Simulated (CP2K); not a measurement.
Runs of CP2K 2026.2 on Bi2Te3 (Tellurobismuthite). Symmetry: R-3m, No. 166, trigonal system. The conventional cell has a = 4.386 Å, b = 4.386 Å, c = 30.497 Å, α = 90.00°, β = 90.00°, γ = 120.00°. Around Bi (site symmetry 3m) lie 6 Te at 3.07 to 3.25 Å. Te (site symmetry 3m) has 3 Bi at 3.07 Å as nearest neighbours. Around Te (site symmetry -3m) lie 6 Bi at 3.25 Å. 

```csv
task,level,potentials or basis,cell,k mesh,smearing,EPS_DEFAULT,k points reduced by the point group,NGRIDS,points a segment of the path (NPOINTS),bands added on the path,gap on the mesh (eV),pressure (GPa),largest force (eV/Å)
band structure,PBE,"POTENTIAL_UZH Bi GTH-PBE-q5, Te GTH-PBE-q6; TZVP-MOLOPT-PBE-GTH basis",as given,7 × 7 × 7,fermi-dirac 0.05 eV,1.0E-9,yes,4,10,2,0.27,2.5,0.05
band structure,TB-mBJ,"POTENTIAL_UZH Bi GTH-PBE-q5, Te GTH-PBE-q6; TZVP-MOLOPT-PBE-GTH basis",as given,7 × 7 × 7,fermi-dirac 0.05 eV,1.0E-9,yes,4,10,2,0.47,-,-
relaxation of cell and atoms,PBEsol,"POTENTIAL_UZH Bi GTH-PBE-q5, Te GTH-PBE-q6; TZVP-MOLOPT-PBE-GTH basis",relaxed,6 × 6 × 6,fermi-dirac 0.05 eV,1.0E-9,-,5,-,-,0.20,0.0,-
band structure,LDA,"GTH_POTENTIALS Bi GTH-PADE-q5, Te GTH-PADE-q6; TZVP-MOLOPT-PBE-GTH basis",as given,7 × 7 × 7,fermi-dirac 0.01 eV,1.0E-9,yes,5,8,2,(d),-1.4,(a)
band structure,PBE,"POTENTIAL_UZH Bi GTH-PBE-q5, Te GTH-PBE-q6; TZVP-MOLOPT-PBE-GTH basis",as given,7 × 7 × 7,fermi-dirac 0.05 eV,1.0E-9,yes,4,10,4,0.27,2.5,0.05
band structure,PBEsol,"POTENTIAL_UZH Bi GTH-PBE-q5, Te GTH-PBE-q6; TZVP-MOLOPT-PBE-GTH basis",as given,7 × 7 × 7,fermi-dirac 0.05 eV,1.0E-9,yes,4,10,6,0.21,1.3,0.15
band structure,r2SCAN,"POTENTIAL_UZH Bi GTH-SCAN-q5, Te GTH-SCAN-q6; TZVP-MOLOPT-SCAN-GTH basis",as given,7 × 7 × 7,fermi-dirac 0.05 eV,1.0E-10,yes,4,10,2,(b),0.4,(c)
```

Alike in all rows: no spin polarisation.

Fill in the values left out.

(a) 0.18; (b) 0.43; (c) 0.37; (d) 0.23.

Caveats: spin-orbit coupling is left out, which as a rule narrows the gap of such compounds by several tenths of an eV; the basis of atomic orbitals isn't converged, which shifts pressures, moduli and gaps; the potentials were made for another functional, which shifts forces and pressure (some runs); this is a model potential without an energy functional, so only levels have meaning (some runs); the printed path begins after the first move (some runs).

A k mesh can miss the band edges, and the runs leave out spin-orbit coupling on Bi, Te.
